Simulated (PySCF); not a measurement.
# C3H3IO: the cost of one run

Programs: PySCF 2.14.0, with routines of our own; each step states its level. All values are computed. Atoms count from 0.

1 further run of the same task is left out (for a known fault of the program).

## Step 1: The system as given

8 atoms, charge 0, multiplicity 1; geometry from: GFN2-xTB.

## Step 2: Geometry optimisation at PBE0-D3(BJ)/def2-SVP

Job settings and geometry (Å):

```
{"job": {"xc": "PBE0", "basis": "def2-SVP", "d3": "d3bj", "grid": 1, "maxiter": 30, "shake": 0.01, "kind": "geom"}, "charge": 0, "multiplicity": 1}
C     -0.990490    -0.226860     0.131870
C      0.391550     0.258390    -0.043340
I      0.773600     2.357530     0.037340
C      1.503320    -0.428960    -0.246630
O      2.453620    -1.027760    -0.434700
H     -1.404220     0.107040     1.097170
H     -1.037330    -1.288560     0.056410
H     -1.634930     0.230030    -0.650590
```

Command:

```
$ OMP_NUM_THREADS=1 python heavy_run.py task.json out
```

The driver reads the jobs from task.json and runs them one after another.

Q: Estimate the wall time and peak memory of this first job on 1 thread of Intel Xeon at 2.50GHz, shared host.

About 1.9 min, with a peak of 0.41 GiB.
